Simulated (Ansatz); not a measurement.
Consider a comparison of functionals at one structure of AlNi, space group Cmmm (the Python package of Ansatz (0.2.0)).

Script `run_xc.py`:
```python
"""Functional comparison for AlNi (totals differ with the potentials too)."""

import warnings

import ansatz
from ase import Atoms

warnings.simplefilter("ignore", ansatz.DeckWarning)

atoms = Atoms(
    ["Al", "Ni"],
    scaled_positions=[
        [0.0, 0.0, 0.0],
        [0.5, 0.5, 0.5],
    ],
    cell=[
        [1.938694, -1.95319, 0.0],
        [1.938694, 1.95319, 0.0],
        [0.0, 0.0, 3.09943],
    ],
    pbc=True,
)
atoms.set_initial_magnetic_moments([0.0, 1.5])
system = ansatz.Crystal.from_ase(atoms)

job = (
    system.calculation()
    .pseudopotentials("paw")
    .basis(420)
    .kpoints(10, 10, 9)
    .occupations("fermi_dirac")
    .spin(ansatz.SpinTreatment.COLLINEAR)
    .scf(tolerance=1e-09)
    .stress()
)

rows = []
for value in ["pbesol", "lda", "blyp"]:
    rep = job.functional(value).run().report
    rows.append((value, rep["free_energy_ev"] / len(rep["lattice"]["sites"]), rep["n_iterations"], sum(rep["stress_gpa"][i][i] for i in range(3)) / 3, rep["magnetization_mub"], rep["n_kpoints"]))

print("  functional   F/atom (eV)    iterations       P (GPa)  moment (muB)      k-points")
for row in rows:
    print(f"{str(row[0]):>12s}  {row[1]:12.5f}  {row[2]:12d}  {row[3]:12.3f}  {row[4]:12.3f}  {row[5]:12d}")
```

Rank the functionals by the pressure that they give at this structure. What does the order say about their lattices?

From lowest to highest: LDA (-4.9 GPa), PBEsol (0.5 GPa) and BLYP (10.8 GPa). At a fixed cell a lower pressure usually means a smaller equilibrium volume, so LDA prefers the smallest cell and BLYP the largest.

The run itself:

```console
$ python run_xc.py
RunWarning: the starting moments were not kept: the SCF closed with an absolute magnetisation of 1.3e-7 μB, where they sum to 1.5 μB in size (1 site). That is at most 0.1 of that sum. Measured as dr2_m measures the in/out step, that magnetisation stands 2.8e-14 eV from none, at or under the dr2_threshold of 1.0e-9 eV: [...]
  functional   F/atom (eV)    iterations       P (GPa)  moment (muB)      k-points
      pbesol   -3165.41781            12         0.512        -0.000           155
         lda   -3143.81135            12        -4.933         0.000           155
        blyp   -3194.99534            12        10.800        -0.000           155
```
(Warnings from the package without file and line, shortened, repeats left out.)

Notes:
- The SCF didn't keep the moments it started from (some shrank, vanished or turned); what is printed is the state reached.
- BLYP can be off by several per cent in the lattices of metals, and by several GPa in the pressure at a fixed cell.
- For a metal this k-point mesh is coarse: on a finer one energies can move by several to tens of meV an atom and pressures by half a GPa or more, differences at one mesh by less.
- The overall sign of a collinear moment is arbitrary, and semilocal functionals can give small moments to compounds that are paramagnetic.
- Within a few hundredths of an angstrom the cell has the higher group P4/mmm; the lower one is a small distortion.
- Pressure is positive in compression.
- The structure comes from a database of computed cells and needn't be a stable or known phase.
- Total energies of different functionals can't be compared; pressures, moments and gaps at this one structure can.
- The script silences the warnings on its input, which a real study should read.
- Hardware and time: 26 s on 1 thread of Arm Neoverse V2, on a shared host, peak memory 0.46 GiB.
